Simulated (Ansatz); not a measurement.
Write a Python script for Ansatz 0.2.0, Python API that makes energies of removing a hydrogen of CH2O, SMILES C=O. Use (for the species named): CCSD(T), aug-cc-pVDZ basis, multiplicity 1.

```xyz
4

C     0.0042    0.0000   -0.0023
O     0.6921    0.5455    0.8038
H    -0.5457    0.5466   -0.7869
H    -0.1506   -1.0920   -0.0147
```

The script, `bde_ch2o.py`:
```python
'''Cost of removing each kind of hydrogen from CH2O, fragments frozen.'''

import ansatz as az


def energy(molecule, charge=0, unpaired=0):
    calc = (
        molecule.calculation()
        .basis(gaussian='aug-cc-pVDZ')
        .correlation('ccsd_t')
    )
    if charge:
        calc = calc.charge(charge)
    if unpaired:
        calc = calc.spin('collinear', total=unpaired)
    return calc.run(threads=1).report['free_energy_ev']

def without(molecule, index):
    rest = az.Crystal.molecule()
    for i, site in enumerate(molecule.cartesian_sites):
        if i != index:
            rest = rest.atom(site.symbol, site.position_ang)
    return rest

geometry_ang = [
    ('C', [0.00424, -1e-05, -0.0023]),
    ('O', [0.69206, 0.54547, 0.80385]),
    ('H', [-0.54567, 0.54659, -0.78689]),
    ('H', [-0.15063, -1.09205, -0.01466]),
]
geometry = az.Crystal.molecule()
for symbol, xyz in geometry_ang:
    geometry = geometry.atom(symbol, xyz)

whole = energy(geometry, 0)
hydrogen = energy(az.Crystal.molecule().atom('H', (0, 0, 0)), 0, 1)
print(f'E(molecule) = {whole:.5f} eV, E(H) = {hydrogen:.5f} eV')
for index in [3]:
    radical = energy(without(geometry, index), 0, 1)
    print(f'H{index}: homolysis {96.485332 * (radical + hydrogen - whole):.1f} kJ/mol')
```

```console
$ python bde_ch2o.py
E(molecule) = -3108.72254 eV, E(H) = -13.58758 eV
H3: homolysis 379.8 kJ/mol
```

Total energies depend on the basis set; only differences at equal settings carry meaning. The geometry is a force-field or estimated start, not a minimum of this method, and the basis set is short of its limit. All parts are taken at fixed geometry, without zero-point energy. Timing: 4 s on 1 thread of Arm Neoverse V1 (shared host), peak memory 0.23 GiB.
